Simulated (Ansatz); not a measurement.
# GeBr₂F₂: a ladder of functionals and wavefunction methods

The task here is to estimate one member of a computed series from the others.

The runs use Ansatz 0.2.0, Gaussian basis; functionals in def2-TZVPP, the program's frozen cores in correlated methods.

The runs, in order: LDA (SPW92), PBE-D4, revPBE-D4, BLYP-D4, r2SCAN-D4, B97M-V, PBE0-D4, B3LYP-D4, r2SCANh-D4, r2SCAN0-D4, HSE06-D4, BHLYP-D4, CAM-B3LYP-D4, LC-ωPBE, ωB97X-V, ωB97M-V, B2PLYP, PBE-QIDH; CCSD(T)/def2-SVP; CCSD(T)/def2-TZVPP; MP2/def2-QZVPP; extrapolation to the limit; RPA on PBE.

### The geometry

An earlier PBE0-D4 in a triple-zeta def2 set relaxation fixed the geometry.

SMILES `[F][Ge]([F])([Br])[Br]`, 5 atoms, charge 0, spin multiplicity 1.

Atoms are counted from 1 here; the program's logs count them from 0.

Bond lengths: F1–Ge2 1.709 Å, Ge2–F3 1.709 Å, Ge2–Br4 2.253 Å, Ge2–Br5 2.253 Å. Angles: F1–Ge2–F3 105.4°, F1–Ge2–Br4 109.2°, F1–Ge2–Br5 109.2°, F3–Ge2–Br4 109.2°, F3–Ge2–Br5 109.2°, Br4–Ge2–Br5 114.4°.

Set-up of the first run:

File in.yaml:

```yaml
crystal:
  periodic: [false, false, false]
  atoms:
    - {symbol: F, position_ang: [1.196135, -1.222049, 0.456127]}
    - {symbol: Ge, position_ang: [0.022958, -0.044434, 0.058293]}
    - {symbol: F, position_ang: [-0.787662, 0.300672, 1.522939]}
    - {symbol: Br, position_ang: [-1.442167, -0.925447, -1.408608]}
    - {symbol: Br, position_ang: [1.060637, 1.817657, -0.670051]}
basis:
  gaussian: {orbitals: def2-TZVPP}
hamiltonian: {xc: lda}
output: {orbitals: {seedname: orbitals}}
```

Among the steps run: LDA; PBE-D4 (GGA); revPBE-D4 (GGA); BLYP-D4 (GGA); r2SCAN-D4 (meta-GGA); B97M-V (meta-GGA); PBE0-D4 (hybrid); B3LYP-D4 (hybrid); r2SCANh-D4 (hybrid); r2SCAN0-D4 (hybrid); HSE06-D4 (hybrid); BHLYP-D4 (hybrid); CAM-B3LYP-D4 (range-separated); LC-ωPBE-D4 (range-separated; the results give it without D4); ωB97X-V (range-separated); ωB97M-V (range-separated); B2PLYP (double hybrid); PBE-QIDH (double hybrid).

One of the session's tables, all rows but one given; the rest of the session is left out.

It belongs to the step «Orbital energies across the functionals». 

```
  functional  HOMO (eV)  LUMO (eV)  gap (eV)
 LDA (SPW92)      -8.15      -3.62      4.53
      PBE-D4      -7.96      -3.26      4.70
   revPBE-D4      -7.90      -3.13      4.77
     BLYP-D4      -7.78      -3.22      4.56
   r2SCAN-D4      -8.34      -3.04      5.29
      B97M-V      -8.40      -2.89      5.51
     PBE0-D4      -9.31      -2.32      6.99
    B3LYP-D4      -9.03      -2.65      6.38
  r2SCANh-D4      -8.83      -2.71      6.12
  r2SCAN0-D4      -9.55      -2.20      7.36
    HSE06-D4      -8.91      -2.69      6.22
    BHLYP-D4     -10.47      -1.33      9.14
CAM-B3LYP-D4     -10.63      -1.33      9.31
     LC-ωPBE     -12.04      -0.05     11.99
     ωB97X-V          ?          ?         ?
     ωB97M-V     -11.51      -0.28     11.23
```

Q: Estimate the row for ωB97X-V from the others.

**Answer.** HOMO (eV): -11.66; LUMO (eV): -0.13; gap (eV): 11.53. In the column «HOMO (eV)» it lies between LC-ωPBE (-12.04) and ωB97M-V (-11.51).
